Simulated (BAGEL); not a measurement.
**C3H4BO+ (SMILES BOc1c[cH+]1) at HF/3-21G (density fitting with qzvpp-jkfit)**

What is the vertical ionisation energy of C3H4BO+ at HF/3-21G (density fitting with qzvpp-jkfit)? 

Program for the calculation: BAGEL 1.2.2.

1 further run of the same task is left out (set aside as unsound or not needed).

## (1) The structure to begin with

The species is C3H4BO+ (9 atoms), meant as a singlet with charge +1. As SMILES, `BOc1c[cH+]1`. The coordinates come from a GFN2-xTB relaxation. This is one conformer, not always the lowest.

Bond lengths: B1–O2 1.400 Å, O2–C3 1.254 Å, C3–C4 1.402 Å, C3–C5 1.395 Å, C4–C5 1.369 Å, B1–H6 1.163 Å, B1–H7 1.169 Å, C4–H8 1.071 Å, C5–H9 1.071 Å. Some angles: B1–O2–C3 126.2°, O2–C3–C4 152.5°, O2–C3–C5 148.9°, C4–C3–C5 58.6°, C3–C4–C5 60.5°, C3–C5–C4 60.9°, O2–B1–H6 114.2°, O2–B1–H7 120.2°, C3–C4–H8 151.8°, C5–C4–H8 147.8°.

## (2) A single-point energy at HF/3-21G (density fitting with qzvpp-jkfit)

Input file job.json:

```json
{ "bagel": [

{
  "title": "molecule",
  "basis": "3-21g",
  "df_basis": "qzvpp-jkfit",
  "angstrom": true,
  "geometry": [
    { "atom": "B", "xyz": [   -0.242950,    0.881770,    1.737170 ] },
    { "atom": "O", "xyz": [   -0.107640,    1.044060,    0.353130 ] },
    { "atom": "C", "xyz": [    0.042650,    0.127440,   -0.489370 ] },
    { "atom": "C", "xyz": [    0.179230,   -1.220260,   -0.849210 ] },
    { "atom": "C", "xyz": [    0.203160,   -0.256700,   -1.820990 ] },
    { "atom": "H", "xyz": [   -0.366030,    1.878000,    2.324820 ] },
    { "atom": "H", "xyz": [   -0.227610,   -0.187800,    2.207470 ] },
    { "atom": "H", "xyz": [    0.232570,   -2.261910,   -0.603970 ] },
    { "atom": "H", "xyz": [    0.286620,   -0.004600,   -2.859040 ] }
  ]
},
{
  "title": "hf",
  "charge": 1
},
{
  "title": "print",
  "file": "orbitals.molden",
  "orbitals": true
}

]}
```

The run is started by

```bash
BAGEL_NUM_THREADS=1 BAGEL job.json > job.out
```

The log of the run:

```text
* using 1 threads per process

  ===============================================================
  ===============================================================

  *** Geometry ***

  { "atom" : "B", "xyz" : [     -0.459109,      1.666304,      3.282776 ] },
  { "atom" : "O", "xyz" : [     -0.203410,      1.972987,      0.667319 ] },
  { "atom" : "C", "xyz" : [      0.080597,      0.240827,     -0.924775 ] },
  { "atom" : "C", "xyz" : [      0.338696,     -2.305957,     -1.604774 ] },
  { "atom" : "C", "xyz" : [      0.383917,     -0.485093,     -3.441172 ] },
  { "atom" : "H", "xyz" : [     -0.691696,      3.548906,      4.393273 ] },
  { "atom" : "H", "xyz" : [     -0.430121,     -0.354891,      4.171514 ] },
  { "atom" : "H", "xyz" : [      0.439494,     -4.274390,     -1.141338 ] },
  { "atom" : "H", "xyz" : [      0.541633,     -0.008693,     -5.402803 ] },

  Number of auxiliary basis functions:      449

  Since a DF basis is specified, we compute 2- and 3-index integrals:
    o Being stored without compression. Storage requirement is 0.010 GB

  Number of basis functions:       53
  Number of electrons      :       35

    * METHOD: MOLECULE                             0.24

  *** RHF ***

  === Nuclear Repulsion ===
   141.5049730475

      * DIIS with orbital gradients will be used.

  === RHF iteration (3-21g) ===
      0       -213.84372373          0.01868379           0.04
      1       -213.92651803          0.00918877           0.04
      2       -213.94062793          0.00244660           0.04
      3       -213.94212975          0.00044188           0.04
      4       -213.94218368          0.00012773           0.04
      5       -213.94218894          0.00002540           0.04
      6       -213.94218930          0.00000840           0.04
      7       -213.94218934          0.00000271           0.04
      8       -213.94218934          0.00000142           0.04
      9       -213.94218934          0.00000058           0.04
     10       -213.94218934          0.00000021           0.04
     11       -213.94218934          0.00000010           0.04
     12       -213.94218934          0.00000002           0.04
     13       -213.94218934          0.00000001           0.04
    * SCF iteration converged.

    * Permanent dipole moment:
           (   -0.165214,     1.158201,     0.825729) a.u.

    * METHOD: HF                                   0.68

    * METHOD: PRINT                                0.02

  ===============================================================
```

Run time: 1.1 s. Hardware: 1 thread of Arm Neoverse N1, shared host; peak memory 0.084 GiB.

## (3) Doublet [C3H4BO]2+ at the same level

Input file input.json:

```json
{ "bagel" : [

{
  "title" : "molecule",
  "basis" : "3-21g",
  "df_basis" : "qzvpp-jkfit",
  "angstrom" : true,
  "geometry" : [
    { "atom" : "B", "xyz" : [      -0.242950,       0.881770,       1.737170 ] },
    { "atom" : "O", "xyz" : [      -0.107640,       1.044060,       0.353130 ] },
    { "atom" : "C", "xyz" : [       0.042650,       0.127440,      -0.489370 ] },
    { "atom" : "C", "xyz" : [       0.179230,      -1.220260,      -0.849210 ] },
    { "atom" : "C", "xyz" : [       0.203160,      -0.256700,      -1.820990 ] },
    { "atom" : "H", "xyz" : [      -0.366030,       1.878000,       2.324820 ] },
    { "atom" : "H", "xyz" : [      -0.227610,      -0.187800,       2.207470 ] },
    { "atom" : "H", "xyz" : [       0.232570,      -2.261910,      -0.603970 ] },
    { "atom" : "H", "xyz" : [       0.286620,      -0.004600,      -2.859040 ] }
  ]
},

{ "title" : "uhf", "charge" : 2, "nopen" : 1 },

{ "title" : "print", "file" : "orbitals.molden", "orbitals" : true }

]}
```

The run is started by

```bash
BAGEL_NUM_THREADS=1 BAGEL input.json > input.out
```

The log of the run:

```text
* using 1 threads per process

  ===============================================================
  ===============================================================

  *** Geometry ***

  { "atom" : "B", "xyz" : [     -0.459109,      1.666304,      3.282776 ] },
  { "atom" : "O", "xyz" : [     -0.203410,      1.972987,      0.667319 ] },
  { "atom" : "C", "xyz" : [      0.080597,      0.240827,     -0.924775 ] },
  { "atom" : "C", "xyz" : [      0.338696,     -2.305957,     -1.604774 ] },
  { "atom" : "C", "xyz" : [      0.383917,     -0.485093,     -3.441172 ] },
  { "atom" : "H", "xyz" : [     -0.691696,      3.548906,      4.393273 ] },
  { "atom" : "H", "xyz" : [     -0.430121,     -0.354891,      4.171514 ] },
  { "atom" : "H", "xyz" : [      0.439494,     -4.274390,     -1.141338 ] },
  { "atom" : "H", "xyz" : [      0.541633,     -0.008693,     -5.402803 ] },

  Number of auxiliary basis functions:      449

  Since a DF basis is specified, we compute 2- and 3-index integrals:
    o Being stored without compression. Storage requirement is 0.010 GB

  Number of basis functions:       53
  Number of electrons      :       35

    * METHOD: MOLECULE                             0.24

  *** Open-shell HF ***

  === Nuclear Repulsion ===
   141.5049730475

      * DIIS with orbital gradients will be used.

  === UHF iteration (3-21g) ===
      0       -213.10168934          0.04415822           0.07
      1       -213.24164929          0.02784687           0.07
      2       -213.26949690          0.01798600           0.07
      3       -213.28944278          0.00507114           0.07
      4       -213.29696463          0.00397001           0.07
      5       -213.30416150          0.00280027           0.07
      6       -213.30950357          0.00158246           0.07
      7       -213.30967853          0.00054316           0.07
      8       -213.30979428          0.00025544           0.07
      9       -213.30982505          0.00018052           0.07
[... 22 lines of this table left out ...]
     32       -213.30988783          0.00000003           0.07
     33       -213.30988783          0.00000002           0.07
     34       -213.30988783          0.00000001           0.07
     35       -213.30988783          0.00000001           0.07
    * SCF iteration converged.

    * S^2 (UHF) is 0.7737

    * Permanent dipole moment:
           (   -0.010786,     0.620927,    -0.293029) a.u.

    * METHOD: UHF                                  2.80

    * METHOD: PRINT                                0.02

  ===============================================================
```

It took 3.3 s on 1 thread of Arm Neoverse N1, shared host; peak memory 0.084 GiB.

## (4) Results

Level: HF/3-21G (density fitting with qzvpp-jkfit).

| quantity | value |
| --- | --- |
| singlet C3H4BO+: total energy | -213.94219 Eh |
| singlet C3H4BO+: HOMO energy | -18.32 eV |
| singlet C3H4BO+: LUMO energy | -3.10 eV |
| singlet C3H4BO+: HOMO–LUMO gap | 15.22 eV |
| doublet [C3H4BO]2+: total energy | -213.30989 Eh |
| doublet [C3H4BO]2+: ⟨S²⟩ | 0.774 |
| vertical ionisation energy (to the doublet dication) | 17.206 eV |

What this shows: The vertical ionisation energy comes to 17.21 eV (1660 kJ/mol). The negative HOMO energy of the first species, 18.32 eV, lies 1.11 eV above that difference.
